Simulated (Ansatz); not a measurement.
# C2H7MgN: the cost of one run

All numbers are computed with Ansatz 0.2.0, driven from Python. Level of theory: B3LYP+D4/6-31G*.

## Step 1: The structure

Bond lengths: C1–N2 1.402 Å, N2–C3 1.434 Å, N2–Mg4 2.015 Å, C1–H5 1.106 Å, C1–H6 1.136 Å, C1–H7 1.136 Å, C3–H8 1.078 Å, C3–H9 1.108 Å, C3–H10 1.142 Å, Mg4–H11 1.842 Å. Angles (14 of 16 angles, heavy atoms first): C1–N2–C3 108.9°, C1–N2–Mg4 109.2°, C3–N2–Mg4 105.8°, N2–C1–H5 114.7°, N2–C1–H6 114.1°, N2–C1–H7 110.1°, N2–C3–H8 114.3°, N2–C3–H9 112.2°, N2–C3–H10 112.2°, N2–Mg4–H11 177.1°, H5–C1–H6 108.6°, H5–C1–H7 104.0°, H6–C1–H7 104.4°, H8–C3–H9 106.6°.

No structure file is read: the coordinates are typed or built in the script.

## Step 2: The script

torsion_c2h7mgn.py reads:

```python
"""Energy of C2H7MgN as one group turns about a bond."""

import warnings

import ansatz as az
from ase import Atoms

warnings.simplefilter("ignore", az.DeckWarning)

atoms = Atoms(["C", "N", "C", "Mg", "H", "H", "H", "H", "H", "H", "H"], positions=[
    (-0.2554, 1.1794, -0.4426),
    (0.3231, -0.0932, -0.5503),
    (1.0742, -0.3648, 0.641),
    (-1.1373, -1.4811, -0.6064),
    (0.4688, 2.0141, -0.3924),
    (-0.9892, 1.2832, 0.4184),
    (-0.8725, 1.4073, -1.3688),
    (0.4924, -0.3424, 1.5477),
    (1.5684, -1.3558, 0.6067),
    (1.925, 0.381, 0.7936),
    (-2.532, -2.6849, -0.6263),
])

# relax first, so that the scan starts from a minimum
first = (
    az.Crystal.molecule_from_ase(atoms).calculation()
    .basis(gaussian="6-31G*")
    .functional("B3LYP", dispersion="d4")
    .relax(force_tolerance=0.02, max_steps=80)
)
atoms.positions = first.run(threads=1, pin="off").report["positions_ang"]

start = atoms.get_dihedral(0, 1, 2, 7)
energies = {}
for turn in range(0, 121, 20):
    turned = atoms.copy()
    turned.set_dihedral(0, 1, 2, 7, start + turn, indices=[2, 7, 8, 9])
    calculation = (
        az.Crystal.molecule_from_ase(turned).calculation()
        .basis(gaussian="6-31G*")
        .functional("B3LYP", dispersion="d4")
    )
    energies[round((start + turn) % 360)] = calculation.run(threads=1, pin="off").report["free_energy_ev"]
floor = min(energies.values())
print("dihedral C0-N1-C2-H7 (deg)   E - E(min) (eV)")
for angle, e in sorted(energies.items()):
    print(f"{angle:8d} {(e - floor):14.3f}  " + "#" * int(30 * (e - floor) / max(max(energies.values()) - floor, 1e-9)))
```

## Step 3: Launch

Run with:

```sh
$ python torsion_c2h7mgn.py
```

**Question.** How long does this script take on 1 thread of AMD EPYC 9B45 (Zen 5), shared host, and how much memory does it need?

About 24 s, with a peak of 0.24 GiB.
